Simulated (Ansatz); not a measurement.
**CH₇AlClNSi: up Jacob's ladder to CCSD(T)**

One table from this session's results is given with a row withheld; the runs are named, their logs left out.

The runs use Ansatz 0.2.0, Gaussian basis; functionals in def2-TZVPP, the program's frozen cores in correlated methods.

Plan: PBE-D4, r2SCAN-D4, PBE0-D4, B3LYP-D4, ωB97X-V, ωB97M-V, B2PLYP; CCSD(T)/def2-TZVPP; MP2/def2-QZVPP; extrapolation to the limit.

### The geometry

An earlier PBE0-D4 in a triple-zeta def2 set relaxation fixed the geometry.

SMILES `C[SiH](N)[AlH][Cl]`, 12 atoms, charge 0, spin multiplicity 1.

Atoms are counted from 1 here; the program's logs count them from 0.

Bond lengths: C1–Si2 1.873 Å, C1–H6 1.092 Å, C1–H7 1.094 Å, C1–H8 1.093 Å, Si2–N3 1.733 Å, Si2–Al4 2.455 Å, Si2–H9 1.504 Å, N3–H10 1.008 Å, N3–H11 1.009 Å, Al4–Cl5 2.112 Å, Al4–H12 1.587 Å. Angles: Si2–C1–H6 111.4°, Si2–C1–H7 110.6°, Si2–C1–H8 110.3°, H6–C1–H7 108.2°, H6–C1–H8 108.4°, H7–C1–H8 107.8°, C1–Si2–N3 108.7°, C1–Si2–Al4 112.3°, C1–Si2–H9 106.2°, N3–Si2–Al4 107.7°, N3–Si2–H9 114.0°, Al4–Si2–H9 108.1°, Si2–N3–H10 119.5°, Si2–N3–H11 119.2°, H10–N3–H11 110.0°, Si2–Al4–Cl5 116.7°, Si2–Al4–H12 128.1°, Cl5–Al4–H12 115.2°.

Coordinates:

```xyz
12
charge 0, multiplicity 1
C    -1.5226    0.7354    0.1314
Si   -0.1398   -0.4864   -0.1889
N     0.1922   -1.3469    1.2785
Al    1.9364    0.6206   -0.8886
Cl    1.7360    2.3080   -2.1430
H    -1.2582    1.4358    0.9260
H    -2.4372    0.2129    0.4263
H    -1.7419    1.3069   -0.7738
H    -0.6055   -1.3617   -1.3197
H     1.0480   -1.8718    1.3636
H    -0.5590   -1.8342    1.7442
H     3.4289    0.2261   -0.5218
```

Set-up of the first run:

Input file in.yaml:

```yaml
crystal:
  periodic: [false, false, false]
  atoms:
    - {symbol: C, position_ang: [-1.522582, 0.735410, 0.131386]}
    - {symbol: Si, position_ang: [-0.139816, -0.486378, -0.188877]}
    - {symbol: N, position_ang: [0.192192, -1.346852, 1.278484]}
    - {symbol: Al, position_ang: [1.936383, 0.620600, -0.888618]}
    - {symbol: Cl, position_ang: [1.735995, 2.307992, -2.142964]}
    - {symbol: H, position_ang: [-1.258233, 1.435833, 0.926012]}
    - {symbol: H, position_ang: [-2.437233, 0.212895, 0.426265]}
    - {symbol: H, position_ang: [-1.741944, 1.306855, -0.773800]}
    - {symbol: H, position_ang: [-0.605485, -1.361688, -1.319747]}
    - {symbol: H, position_ang: [1.047987, -1.871772, 1.363557]}
    - {symbol: H, position_ang: [-0.559047, -1.834243, 1.744156]}
    - {symbol: H, position_ang: [3.428882, 0.226147, -0.521755]}
basis:
  gaussian: {orbitals: def2-TZVPP}
hamiltonian: {xc: pbe, dispersion: d4}
output: {forces: true, orbitals: {seedname: orbitals}}
```

The run is started by

```bash
$ ansatz run in.yaml --threads 4 --pin off --events-out ev --progress --plain --max-ram 10444MiB
```

Steps of the session up to this table: PBE-D4 (GGA); r2SCAN-D4 (meta-GGA); PBE0-D4 (hybrid); B3LYP-D4 (hybrid); ωB97X-V (range-separated); ωB97M-V (range-separated); B2PLYP (double hybrid); CCSD(T) in def2-TZVPP; MP2 in def2-QZVPP.

One of the session's tables, all rows but one given; the rest of the session is left out.

It belongs to the step «Atomisation energies». 

```
            method  atomisation energy (kcal/mol)
            PBE-D4                          961.9
         r2SCAN-D4                          956.7
           PBE0-D4                          952.8
          B3LYP-D4                          954.8
           ωB97X-V                          962.3
           ωB97M-V                          959.2
            B2PLYP                          943.0
     HF/def2-TZVPP                          707.2
    MP2/def2-TZVPP                          937.7
   CCSD/def2-TZVPP                          918.4
CCSD(T)/def2-TZVPP                          930.2
           MP2/CBS                              ?
       CCSD(T)/CBS                          957.8
```

Estimate the missing values for MP2/CBS.

The run gave: atomisation energy (kcal/mol): 965.4. In the column «atomisation energy (kcal/mol)» it is the highest.

To keep in mind: Free atoms (1 C, 1 Si, 1 N, 1 Al, 1 Cl, 7 H) were run apart at each level; the atomisation energy is their sum less the molecule, without zero-point or spin-orbit terms.
